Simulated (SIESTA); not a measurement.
The system is AlSn.

```
Sn Al
1.0
     4.19811    0.00000    0.00000
    -2.09905    3.63567    0.00000
     0.00000    0.00000    3.30685
Sn Al
1 1
Direct
  0.33333 0.66667 0.50000
  0.00000 0.00000 0.00000
```

The cell comes from a database or a generator and needn't be the stable form of this composition.

Base run:

* Program: SIESTA 5.4.2
* Functional: PBE
* Potentials or basis: PseudoDojo 0.4 standard (PBE files)
* Basis: DZP (energy shift 0.003 Ry; two zetas on semicore shells)
* Grid cutoff: 500 Ry
* Energy shift: 0.003 Ry
* k mesh: 7 × 7 × 8
* Occupations: fermi-dirac, width 0.05 eV
* Spin: no spin polarisation

Its results: band gap on the k mesh none (metal or under the smearing width); pressure 0.5 GPa.

Problem. After a change of settings the same cell gave: band gap on the k mesh none (metal or under the smearing width); pressure -2.8 GPa. Which change was it?
A. functional from PBE to LDA; potentials or basis from PseudoDojo 0.4 standard (PBE files) to PseudoDojo 0.4 standard (LDA files)
B. basis from DZP (energy shift 0.003 Ry; two zetas on semicore shells) to DZP (energy shift 0.002 Ry; radii capped at 9.5 bohr); energy shift from 0.003 Ry to 0.002 Ry
C. functional from PBE to PBEsol; potentials or basis from PseudoDojo 0.4 standard (PBE files) to PseudoDojo 0.4 standard (PBEsol files)

Solution. A.

Caveats: the basis of atomic orbitals isn't converged, which shifts pressures, moduli and gaps.

Not every run made on this cell is shown here.
